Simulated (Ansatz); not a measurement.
Task: a small convex hull of the K-Pt system, with Ansatz 0.2.0, Python API. Give the script and its output. Settings (first run): r2SCAN, PAW, cutoff 500 eV, 9×9×4 k-points, Fermi-Dirac smearing of 0.05 eV.

Script `hull_kpt.py`:
```python
"""Convex hull of a few K-Pt phases, after relaxing cells and atoms."""

from collections import Counter
from dataclasses import dataclass
import csv
import warnings

import ansatz as az
import numpy as np


@dataclass
class Settings:
    cutoff_ev: int = 500
    max_scf: int = 100
    xc: str = "r2scan"
    k_spacing: float = 0.3
    filling: str = "fermi_dirac"
    sigma: float = 0.05


settings = Settings()

PHASES = {
    "KPt P-6m2": (
        [(3.00085, 0.0, 0.0), (-1.50042, 2.59881, 0.0), (0.0, 0.0, 5.34558)],
        [
            ("K", (1 / 3, 2 / 3, 0.5)),
            ("Pt", (0.0, 0.0, 0.0)),
        ],
    ),
    "K2Pt Fm-3m": (
        [(0.0, 3.78146, 3.78146), (3.78146, 0.0, 3.78146), (3.78146, 3.78146, 0.0)],
        [
            ("K", (0.75, 0.75, 0.75)),
            ("K", (0.25, 0.25, 0.25)),
            ("Pt", (0.0, 0.0, 0.0)),
        ],
    ),
    "K": (
        [(-2.6125, 2.6125, 2.6125), (2.6125, -2.6125, 2.6125), (2.6125, 2.6125, -2.6125)],
        [
            ("K", (0.0, 0.0, 0.0)),
        ],
    ),
    "Pt": (
        [(0.0, 1.9609, 1.9609), (1.9609, 0.0, 1.9609), (1.9609, 1.9609, 0.0)],
        [
            ("Pt", (0.0, 0.0, 0.0)),
        ],
    ),
}


def build(vectors, sites):
    crystal = az.Crystal(lattice=az.Lattice.of(vectors))
    for symbol, position in sites:
        crystal = crystal.atom(symbol, position)
    return crystal


def run_phase(name, crystal):
    calc = (
        crystal.calculation()
        .basis(settings.cutoff_ev)  # plane waves up to this kinetic energy
        .scf(max_iterations=settings.max_scf, algorithm="density_mixing")
        .initial_density(normalization="atom")
        .mixing("anderson")
        .functional(settings.xc)
        .kpoints(spacing=settings.k_spacing)  # sampling of the Brillouin zone
        .occupations(settings.filling, width=settings.sigma)  # fractional filling near the Fermi level
    )
    calc = calc.relax(force_tolerance=0.02, cell=True)
    return calc.run(threads=1)


def counts(outcome):
    return Counter(site.symbol for site in outcome.lattice.sites)

def formation_energy(outcome, mu):
    n = counts(outcome)
    return (outcome.report["energy_sigma0_ev"] - sum(k * mu[element] for element, k in n.items())) / sum(n.values())

warnings.simplefilter("ignore", az.DeckWarning)

phases = {name: build(*cell) for name, cell in PHASES.items()}

done = {name: run_phase(name, crystal) for name, crystal in phases.items()}

# energy of one atom in its reference phase
references = {"K": "K", "Pt": "Pt"}
mu = {element: done[name].report["energy_sigma0_ev"] / len(done[name].lattice.sites) for element, name in references.items()}
points = sorted((counts(o)["Pt"] / len(o.lattice.sites), formation_energy(o, mu), name) for name, o in done.items())

# lower hull by a monotone chain
hull = []
for x, e, _ in points:
    while len(hull) > 1 and (hull[-1][0] - hull[-2][0]) * (e - hull[-2][1]) - (hull[-1][1] - hull[-2][1]) * (x - hull[-2][0]) <= 0:
        hull.pop()
    hull.append((x, e))
rows = [(name, x, e, e - np.interp(x, *zip(*hull))) for x, e, name in points]
with open("hull.csv", "w", newline="") as handle:
    writer = csv.writer(handle)
    writer.writerow(["phase", "x(Pt)", "E_form (eV/atom)", "above hull (eV/atom)"])
    writer.writerows([round(v, 4) if isinstance(v, float) else v for v in row] for row in rows)
print(open("hull.csv").read())
print("on the hull of these phases:", ", ".join(row[0] for row in rows if row[3] < 1e-6))
```

Running `python hull_kpt.py` prints:
```text
phase,x(Pt),E_form (eV/atom),above hull (eV/atom)
K,0.0,0.0,0.0
K2Pt Fm-3m,0.3333,-0.0499,0.0
KPt P-6m2,0.5,0.1754,0.2128
Pt,1.0,0.0,0.0

on the hull of these phases: K, K2Pt Fm-3m, Pt
```

Reading the output:
- These settings explore the input space; cutoff and mesh may be short of convergence.
- For the metals among these phases the mesh is modest: differences between phases can be off by up to 40 meV an atom.
- Spin-orbit coupling, which matters for elements this heavy, is left out.
- The cells come from databases of deposited and of computed structures, and not all need be stable phases.
- Differences under about 40 meV an atom lie within the error of mesh and functional, so such verdicts may flip; only the cells listed enter the hull.
- Hardware and time: 56 s on 1 thread of Arm Neoverse V2, on a shared host, peak memory 0.71 GiB.

(Lines on the test bed's own set-up are left out of the output.)
